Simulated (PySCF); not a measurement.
# CF3CH2CO2H: NMR shifts in gas and solvents, part 2 of 2

PySCF 2.14.0. Atoms count from 0.

### Step 5. Nuclear shieldings: wB97X-D/pcSseg-2

Job settings and geometry (Å):

```
{"job": {"kind": "nmr", "xc": "wB97X-D", "basis": "pcSseg-2", "pop": false}, "charge": 0, "multiplicity": 1}
O      1.430762    -0.860187     1.502777
C      1.040462    -0.461342     0.443528
O      1.817150     0.168711    -0.444580
C     -0.372569    -0.632562    -0.058115
C     -1.130342     0.665520    -0.225192
F     -2.411956     0.407796    -0.516004
F     -1.111011     1.392570     0.897268
F     -0.644401     1.426936    -1.205878
H      2.696023     0.245031    -0.046185
H     -0.364368    -1.134796    -1.027122
H     -0.912013    -1.242365     0.663757
```

With the program's defaults for keys left out, this is: GIAO wB97X-D/pcSseg-2 NMR shielding, non-relativistic, gas phase.

Log:

```text
coarse grid: 10552 points
cycle   1  E = -565.8765596257  dE =  1.686e+00  |g| = 1.385e+00  |ddm| = 2.328e+00
cycle   2  E = -565.6773361744  dE =  1.992e-01  |g| = 1.850e+00  |ddm| = 1.405e+00
cycle   3  E = -566.2060391200  dE = -5.287e-01  |g| = 1.991e-01  |ddm| = 8.279e-01
cycle   4  E = -566.2117440337  dE = -5.705e-03  |g| = 8.942e-02  |ddm| = 1.169e-01
cycle   5  E = -566.2130265776  dE = -1.283e-03  |g| = 1.583e-02  |ddm| = 4.404e-02
cycle   6  E = -566.2130769079  dE = -5.033e-05  |g| = 4.459e-03  |ddm| = 1.267e-02
cycle   7  E = -566.2130820824  dE = -5.174e-06  |g| = 1.057e-03  |ddm| = 3.947e-03
final grid: 106968 points
cycle   8  E = -566.2051138081  dE = -2.469e-04  |g| = 1.315e-02  |ddm| = 5.582e-02
cycle   9  E = -566.2051145894  dE = -7.813e-07  |g| = 1.337e-02  |ddm| = 1.050e-02
cycle  10  E = -566.2051374615  dE = -2.287e-05  |g| = 1.105e-03  |ddm| = 4.766e-03
cycle  11  E = -566.2051376418  dE = -1.804e-07  |g| = 6.491e-04  |ddm| = 8.148e-04
cycle  12  E = -566.2051377076  dE = -6.571e-08  |g| = 2.273e-04  |ddm| = 4.630e-04
cycle  13  E = -566.2051377173  dE = -9.772e-09  |g| = 4.489e-05  |ddm| = 1.274e-04
cycle  14  E = -566.2051377181  dE = -7.246e-10  |g| = 1.026e-05  |ddm| = 6.683e-05
converged SCF energy = -566.2051377181

GIAO shielding tensors (ppm)
atom      isotropic    diamagn.    paramagn.     s11        s22        s33       span
  0 O     -124.550     393.010    -517.560   -387.152   -235.543    249.047    636.199
  1 C       10.037     251.643    -241.606    -96.707     51.104     75.713    172.420
  2 O      119.789     387.776    -267.986    -41.734    152.030    249.072    290.806
  3 C      141.389     244.726    -103.336    124.118    141.281    158.769     34.652
  4 C       49.929     239.069    -189.139     47.355     49.499     52.933      5.578
  5 F      248.311     466.056    -217.746    163.552    241.744    339.636    176.085
  6 F      255.589     468.632    -213.044    169.371    258.690    338.706    169.335
  7 F      254.656     468.256    -213.600    169.556    260.371    334.042    164.486
  8 H       25.292      30.419      -5.127     20.176     22.230     33.470     13.294
  9 H       28.558      29.334      -0.776     26.134     27.693     31.848      5.714
 10 H       28.729      29.932      -1.203     25.211     28.722     32.254      7.043
```

Wall time 63 s (1 thread of Arm Neoverse V1, shared host); peak memory 1.5 GiB.

Key values: δ C1 176.3, C4 136.4, C3 44.9, O0 452.8, H8 6.34, H9 2.99 ppm (means over like atoms).

### Step 6. Nuclear shieldings: B97-2/pcSseg-2

Same as in step 5 but for these lines:

```diff
@@ -1,2 +1,2 @@
-{"job": {"kind": "nmr", "xc": "wB97X-D", "basis": "pcSseg-2", "pop": false}, "charge": 0, "multiplicity": 1}
+{"job": {"kind": "nmr", "xc": "B97-2", "basis": "pcSseg-2", "pop": false}, "charge": 0, "multiplicity": 1}
 O      1.430762    -0.860187     1.502777
```

Method: GIAO B97-2/pcSseg-2 NMR shielding, non-relativistic, gas phase.

Log:

```text
coarse grid: 10552 points
cycle   1  E = -565.8995844761  dE =  1.527e+00  |g| = 1.328e+00  |ddm| = 2.348e+00
cycle   2  E = -565.2852228278  dE =  6.144e-01  |g| = 2.311e+00  |ddm| = 1.712e+00
cycle   3  E = -566.1676376513  dE = -8.824e-01  |g| = 3.825e-01  |ddm| = 1.266e+00
cycle   4  E = -566.1932611309  dE = -2.562e-02  |g| = 1.138e-01  |ddm| = 2.349e-01
cycle   5  E = -566.1952590513  dE = -1.998e-03  |g| = 3.118e-02  |ddm| = 6.558e-02
cycle   6  E = -566.1954673570  dE = -2.083e-04  |g| = 5.927e-03  |ddm| = 2.401e-02
cycle   7  E = -566.1954737731  dE = -6.416e-06  |g| = 1.815e-03  |ddm| = 3.693e-03
final grid: 106968 points
cycle   8  E = -566.1871750937  dE = -1.378e-04  |g| = 1.043e-02  |ddm| = 5.661e-02
cycle   9  E = -566.1871557616  dE =  1.933e-05  |g| = 1.507e-02  |ddm| = 1.009e-02
cycle  10  E = -566.1871886090  dE = -3.285e-05  |g| = 2.443e-03  |ddm| = 6.763e-03
cycle  11  E = -566.1871896176  dE = -1.009e-06  |g| = 6.111e-04  |ddm| = 1.370e-03
cycle  12  E = -566.1871896748  dE = -5.719e-08  |g| = 1.730e-04  |ddm| = 3.450e-04
cycle  13  E = -566.1871896808  dE = -5.969e-09  |g| = 2.146e-05  |ddm| = 1.181e-04
cycle  14  E = -566.1871896808  dE = -6.321e-11  |g| = 1.077e-05  |ddm| = 1.549e-05
converged SCF energy = -566.1871896808

GIAO shielding tensors (ppm)
atom      isotropic    diamagn.    paramagn.     s11        s22        s33       span
  0 O     -113.867     394.070    -507.937   -364.385   -221.399    244.182    608.567
  1 C       13.689     252.451    -238.762    -89.702     55.024     75.744    165.445
  2 O      119.512     388.158    -268.646    -38.682    151.599    245.618    284.300
  3 C      142.028     246.251    -104.223    124.953    142.146    158.984     34.032
  4 C       50.497     239.372    -188.875     47.856     50.051     53.583      5.728
  5 F      246.595     466.729    -220.133    162.805    238.561    338.421    175.616
  6 F      254.297     469.785    -215.488    169.168    255.953    337.770    168.602
  7 F      253.559     469.330    -215.771    169.419    257.636    333.621    164.203
  8 H       25.353      30.313      -4.960     20.231     22.455     33.372     13.141
  9 H       28.524      29.734      -1.210     26.098     27.719     31.754      5.656
 10 H       28.726      30.214      -1.488     25.234     28.752     32.194      6.960
```

Run time: 47 s. Hardware: 1 thread of Arm Neoverse V1, shared host; peak memory 1.3 GiB.

Key values: δ C1 171.7, C4 134.9, C3 43.4, O0 441.5, H8 6.28, H9 3.01 ppm (means over like atoms).

### Step 7. NMR shieldings: WP04/pcSseg-2 in chloroform

Same as in step 6 but for these lines:

```diff
@@ -1,2 +1,2 @@
-{"job": {"kind": "nmr", "xc": "B97-2", "basis": "pcSseg-2", "pop": false}, "charge": 0, "multiplicity": 1}
+{"job": {"kind": "nmr", "xc": "WP04", "basis": "pcSseg-2", "pop": false, "solvent": "chloroform"}, "charge": 0, "multiplicity": 1}
 O      1.430762    -0.860187     1.502777
```

Level: GIAO WP04/pcSseg-2 NMR shielding, non-relativistic, IEF-PCM chloroform.

Log:

```text
coarse grid: 10552 points
cycle   1  E = -576.4942157131  dE =  1.570e+00  |g| = 1.835e+00  |ddm| = 2.327e+00
cycle   2  E = -575.2815942703  dE =  1.213e+00  |g| = 3.215e+00  |ddm| = 2.112e+00
cycle   3  E = -576.9503860163  dE = -1.669e+00  |g| = 5.193e-01  |ddm| = 1.642e+00
cycle   4  E = -576.9940778781  dE = -4.369e-02  |g| = 2.258e-01  |ddm| = 3.307e-01
cycle   5  E = -577.0018562134  dE = -7.778e-03  |g| = 6.183e-02  |ddm| = 1.137e-01
cycle   6  E = -577.0026536001  dE = -7.974e-04  |g| = 1.002e-02  |ddm| = 4.339e-02
cycle   7  E = -577.0026706084  dE = -1.701e-05  |g| = 3.909e-03  |ddm| = 6.553e-03
cycle   8  E = -577.0026732842  dE = -2.676e-06  |g| = 9.815e-04  |ddm| = 2.104e-03
final grid: 106968 points
cycle   9  E = -576.9923993104  dE = -1.829e-04  |g| = 9.423e-03  |ddm| = 6.343e-02
cycle  10  E = -576.9923676079  dE =  3.170e-05  |g| = 1.664e-02  |ddm| = 1.100e-02
cycle  11  E = -576.9924131017  dE = -4.549e-05  |g| = 2.679e-03  |ddm| = 7.493e-03
cycle  12  E = -576.9924142596  dE = -1.158e-06  |g| = 8.580e-04  |ddm| = 1.526e-03
cycle  13  E = -576.9924143686  dE = -1.089e-07  |g| = 2.424e-04  |ddm| = 3.912e-04
cycle  14  E = -576.9924143788  dE = -1.028e-08  |g| = 4.838e-05  |ddm| = 1.390e-04
cycle  15  E = -576.9924143792  dE = -3.319e-10  |g| = 1.993e-05  |ddm| = 2.818e-05
converged SCF energy = -576.9924143792

GIAO shielding tensors (ppm)
atom      isotropic    diamagn.    paramagn.     s11        s22        s33       span
  0 O     -108.342     394.640    -502.982   -351.610   -222.521    249.104    600.714
  1 C       -4.234     251.698    -255.933   -107.673     33.207     61.763    169.437
  2 O      105.784     389.767    -283.983    -67.836    154.788    230.400    298.236
  3 C      129.203     244.729    -115.526    112.462    128.815    146.331     33.868
  4 C       32.338     240.222    -207.884     30.016     32.810     34.188      4.171
  5 F      247.212     469.855    -222.643    158.181    236.358    347.097    188.916
  6 F      253.543     472.895    -219.352    163.103    250.998    346.528    183.425
  7 F      253.323     472.296    -218.973    164.050    253.227    342.692    178.642
  8 H       24.557      29.412      -4.855     19.915     21.195     32.560     12.646
  9 H       28.368      29.284      -0.916     25.989     27.516     31.598      5.609
 10 H       28.652      29.943      -1.291     25.234     28.726     31.996      6.762
```

Wall time 49 s (1 thread of Arm Neoverse V1, shared host); peak memory 1.4 GiB.

Key values: δ C1 179.3, C4 142.8, C3 45.9, O0 431.8, H8 7.31, H9 3.36 ppm (means over like atoms).

### Step 8. NMR shieldings: wB97X-D/pcSseg-2 in chloroform

Same as in step 7 but for these lines:

```diff
@@ -1,2 +1,2 @@
-{"job": {"kind": "nmr", "xc": "WP04", "basis": "pcSseg-2", "pop": false, "solvent": "chloroform"}, "charge": 0, "multiplicity": 1}
+{"job": {"kind": "nmr", "xc": "wB97X-D", "basis": "pcSseg-2", "pop": false, "solvent": "chloroform"}, "charge": 0, "multiplicity": 1}
 O      1.430762    -0.860187     1.502777
```

Method: GIAO wB97X-D/pcSseg-2 NMR shielding, non-relativistic, IEF-PCM chloroform.

Log:

```text
coarse grid: 10552 points
cycle   1  E = -565.8966464222  dE =  1.666e+00  |g| = 1.368e+00  |ddm| = 2.327e+00
cycle   2  E = -565.7396276014  dE =  1.570e-01  |g| = 1.766e+00  |ddm| = 1.280e+00
cycle   3  E = -566.2180765683  dE = -4.784e-01  |g| = 1.582e-01  |ddm| = 7.347e-01
cycle   4  E = -566.2214506390  dE = -3.374e-03  |g| = 8.204e-02  |ddm| = 9.291e-02
cycle   5  E = -566.2225277906  dE = -1.077e-03  |g| = 1.458e-02  |ddm| = 3.944e-02
cycle   6  E = -566.2225692654  dE = -4.147e-05  |g| = 4.041e-03  |ddm| = 1.138e-02
cycle   7  E = -566.2225734549  dE = -4.189e-06  |g| = 9.109e-04  |ddm| = 3.497e-03
final grid: 106968 points
cycle   8  E = -566.2145254237  dE = -2.464e-04  |g| = 1.311e-02  |ddm| = 5.662e-02
cycle   9  E = -566.2145266562  dE = -1.232e-06  |g| = 1.325e-02  |ddm| = 1.057e-02
cycle  10  E = -566.2145489929  dE = -2.234e-05  |g| = 1.022e-03  |ddm| = 4.522e-03
cycle  11  E = -566.2145491597  dE = -1.668e-07  |g| = 5.671e-04  |ddm| = 7.812e-04
cycle  12  E = -566.2145492122  dE = -5.250e-08  |g| = 1.944e-04  |ddm| = 4.190e-04
cycle  13  E = -566.2145492193  dE = -7.115e-09  |g| = 4.637e-05  |ddm| = 1.117e-04
cycle  14  E = -566.2145492200  dE = -7.110e-10  |g| = 8.950e-06  |ddm| = 6.399e-05
converged SCF energy = -566.2145492200

GIAO shielding tensors (ppm)
atom      isotropic    diamagn.    paramagn.     s11        s22        s33       span
  0 O     -102.657     394.449    -497.106   -355.616   -207.753    255.397    611.013
  1 C        7.414     251.430    -244.016    -94.584     41.030     75.797    170.382
  2 O      117.979     388.644    -270.664    -51.989    162.079    243.848    295.837
  3 C      141.425     245.032    -103.607    124.412    140.806    159.056     34.644
  4 C       49.372     239.093    -189.721     47.915     48.638     51.565      3.650
  5 F      250.178     466.162    -215.984    165.102    244.181    341.251    176.149
  6 F      257.460     468.928    -211.467    171.015    260.695    340.671    169.656
  7 F      256.927     468.622    -211.695    171.622    263.147    336.012    164.390
  8 H       24.550      29.754      -5.203     19.533     21.130     32.988     13.455
  9 H       28.214      28.806      -0.592     25.706     27.233     31.704      5.998
 10 H       28.528      29.670      -1.143     24.907     28.531     32.145      7.238
```

Run time: 63 s. Hardware: 1 thread of Arm Neoverse V1, shared host; peak memory 1.5 GiB.

Key values: δ C1 179.7, C4 137.7, C3 45.7, O0 437.8, H8 7.06, H9 3.24 ppm (means over like atoms).

### Step 9. Side by side: NMR shifts

Shifts (ppm) of some atoms, chosen among heavy atoms and hydrogens apart, means over like atoms, with basis size and wall time:

| run | C1 | C4 | H8 | H9 | O0 | O2 | F5 | functions | time |
| --- | --- | --- | --- | --- | --- | --- | --- | --- | --- |
| PBE0/pcSseg-2 | 174.6 | 136.2 | 6.31 | 3.02 | 453.8 | 212.1 | -74.6 | 330 | 58 s |
| KT3/pcSseg-2 | 162.2 | 134.5 | 6.06 | 3.07 | 420.7 | 210.3 | -93.0 | 330 | 67 s |
| wB97X-D/pcSseg-2 | 176.3 | 136.4 | 6.34 | 2.99 | 452.8 | 208.5 | -67.9 | 330 | 63 s |
| B97-2/pcSseg-2 | 171.7 | 134.9 | 6.28 | 3.01 | 441.5 | 208.2 | -75.5 | 330 | 47 s |
| WP04/pcSseg-2 in chloroform | 179.3 | 142.8 | 7.31 | 3.36 | 431.8 | 217.6 | -72.4 | 330 | 49 s |
| wB97X-D/pcSseg-2 in chloroform | 179.7 | 137.7 | 7.06 | 3.24 | 437.8 | 217.2 | -67.7 | 330 | 63 s |

### Step 10. Outcome

The summary covers parts 1 to 2.

```
                                                                 quantity                   value
                                                              point group                      C1
                                     rotational constants (main isotopes)    3.76, 1.42, 1.29 GHz
                                   13C shifts against TMS (PBE0/pcSseg-2)  174.6, 136.2, 43.9 ppm
   1H shifts against TMS (PBE0/pcSseg-2, means over atoms taken as alike)          6.31, 3.02 ppm
                                   17O shifts against H2O (PBE0/pcSseg-2)        453.8, 212.1 ppm
19F shifts against CFCl3 (PBE0/pcSseg-2, means over atoms taken as alike)               -74.6 ppm
                                    surface potential, 1st and 99th percentile      -1.28 V and 2.83 V
                         range of the shift of O0 (wB97X-D/pcSseg-2 runs)      437.8 to 452.8 ppm
```

In words: Relaxing lowered the energy by 0.114 eV in 6 steps; the close pair that moved most is C3–H10, from 1.123 to 1.088 Å. At PBE0/pcSseg-2: The largest span, 627 ppm, is at O0, where the paramagnetic term is -518 ppm. By nearest atom (PBE0/pcSseg-2), the HOMO sits on O0 72 %; O2 10 % and the LUMO on C1 43 %; O0 26 %. At one level, wB97X-D/pcSseg-2: In ppm, O0 moves most: its shift spreads over 15.0 ppm, from 437.8 (wB97X-D/pcSseg-2 in chloroform) to 452.8 (wB97X-D/pcSseg-2).
